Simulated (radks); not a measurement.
**Ionising promethium step by step, Pm to Pm²⁰⁺**

An exercise on one series of results from a longer session: the logs are not shown, and one member is left open.

Method: scalar-relativistic Kohn-Sham, exchange-only LDA, spin-polarised, spherical densities, point nucleus; open shells are filled with parallel spins first. Code: radks (a radial shooting solver on a logarithmic mesh, Libxc functionals) version 1.

### What is computed

```
element             : promethium (Z = 61)
charges             : 0 to 20
first configuration : [Xe] 4f5 6s2
last configuration  : [Kr] 4d5
```

Outer shells as boxes (Hund's rule):

Pm
```
[Xe] core
4f [↑ ][↑ ][↑ ][↑ ][↑ ][  ][  ]
6s [↑↓]
```

Pm²⁰⁺
```
[Kr] core
4d [↑ ][↑ ][↑ ][↑ ][↑ ]
```

The first run:

The run's settings:

```text
Z 61
configuration [Xe] 4f5 6s2
relativity scalar-relativistic
functional lda,
spin polarised
nucleus point
c 137.035999084
```

Among the steps run: Pm, [Xe] 4f5 6s2.

One of the session's tables, all rows but one given; the rest of the session is left out.

It belongs to the step «Pm, [Xe] 4f5 6s2». Radial moments (bohr):

| level | <r> | outermost maximum (interpolated) | 90 % within | nodes |
| --- | --- | --- | --- | --- |
| 4d down | 0.6895 | 0.602 | 1.04 | 1 |
| 5s up | 1.434 | 1.28 | 2.07 | 4 |
| 5s down | 1.454 | 1.29 | 2.10 | 4 |
| 5p up | ? | ? | ? | ? |
| 5p down | 1.725 | 1.48 | 2.55 | 3 |
| 6s up | 4.370 | 3.66 | 6.51 | 5 |
| 6s down | 4.574 | 3.81 | 6.83 | 5 |
| 4f up | 1.050 | 0.637 | 1.85 | 0 |

Q: Estimate the row for 5p up from the others.

As computed: <r>: 1.688; outermost maximum (interpolated): 1.46; 90 % within: 2.48; nodes: 3. In the column «<r>» it lies between 5s down (1.454) and 5p down (1.725).

To keep in mind: Open shells are spherical and high-spin; term and fine-structure splittings are not resolved.
